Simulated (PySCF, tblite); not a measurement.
# C5H9NO2: geometry, infrared bands and NMR shifts

Aim: predict the infrared bands and NMR shifts of C5H9NO2 (`CO[C@@H]1C[C@@H]1C(N)=O`).

Programs: tblite 0.8.0 and PySCF 2.14.0, with density-fitted response routines of our own. Each step states its level of theory. These are calculated values for one molecule in the gas phase, unless marked as measured. Atoms are numbered from 0 throughout.

## (1) The molecule as given

17 atoms, charge 0, multiplicity 1; geometry from: force field or distance geometry start.

Bonds of the start (Å): C0–O1 1.41, O1–C2 1.43, C2–C3 1.50, C3–C4 1.52, C4–C5 1.47, C5–N6 1.35, C5–O7 1.23, C4–C2 1.50, C0–H8 1.09, C0–H9 1.10, C0–H10 1.10, C2–H11 1.10, C3–H12 1.07, C3–H13 1.09, C4–H14 1.10, N6–H15 1.02, N6–H16 1.01.

## (2) Geometry optimisation with GFN2-xTB

What the job is given:

```
{"job": {"kind": "relax", "xc": "GFN2-xTB", "basis": "xTB"}, "charge": 0, "multiplicity": 1}
C     -2.012300    -1.323300     0.513200
O     -0.838900    -0.587000     0.797400
C     -0.670500     0.572700    -0.024400
C      0.112800     0.389300    -1.295500
C      0.697000     1.180600    -0.140100
C      1.922400     0.689200     0.513700
N      1.765200    -0.198400     1.523600
O      3.035200     1.093000     0.168700
H     -2.003600    -1.668900    -0.522800
H     -2.067900    -2.191400     1.179100
H     -2.904600    -0.698500     0.692100
H     -1.510900     1.277900    -0.055100
H     -0.197100     0.923800    -2.164400
H      0.532500    -0.600600    -1.489000
H      0.716700     2.269000    -0.282500
H      0.838200    -0.556100     1.763500
H      2.578700    -0.559300     2.005800
```

Launch:

```console
$ OMP_NUM_THREADS=1 python probes_run.py task.json out
```

One launch serves the whole session: the jobs run in the order shown.

**Question.** This job is followed by: GFN2-xTB harmonic vibrations, gas phase; GIAO PBE0/pcSseg-1 NMR shielding, non-relativistic, gas phase. Predict these results of the whole session: strongest single infrared mode (GFN2-xTB); zero-point energy (GFN2-xTB); ¹³C shifts against TMS (PBE0/pcSseg-1); ¹H shifts against TMS (PBE0/pcSseg-1, means over atoms taken as alike); ¹⁷O shifts against H2O (PBE0/pcSseg-1); ¹⁵N shifts against NH3 (PBE0/pcSseg-1).

**Answer**, as computed:

```
                                                              quantity                                         value
                             strongest single infrared mode (GFN2-xTB)                         1752 cm⁻¹, 565 km/mol
                                          zero-point energy (GFN2-xTB)                                 86.2 kcal/mol
                                ¹³C shifts against TMS (PBE0/pcSseg-1)             174.5, 62.3, 60.3, 25.2, 15.5 ppm
¹H shifts against TMS (PBE0/pcSseg-1, means over atoms taken as alike)  5.82, 4.14, 3.57, 3.32, 1.57, 0.85, 0.85 ppm
                                ¹⁷O shifts against H2O (PBE0/pcSseg-1)                               447.0, 25.9 ppm
                                ¹⁵N shifts against NH3 (PBE0/pcSseg-1)                                     112.1 ppm
```

What this shows: Relaxing lowered the energy by 0.163 eV in 92 steps; the close pair that moved most is O1–C2, from 1.431 to 1.395 Å. All 45 modes are real, so the xTB geometry is a minimum. The strongest single mode, at 1752 cm⁻¹, moves mainly C5 and O7. Unscaled tight-binding wavenumbers are off by several per cent, some by more. Its intensities can rank the bands wrongly. At PBE0/pcSseg-1: The widest tensor belongs to O7: span 700 ppm, with a paramagnetic part of -507 ppm.
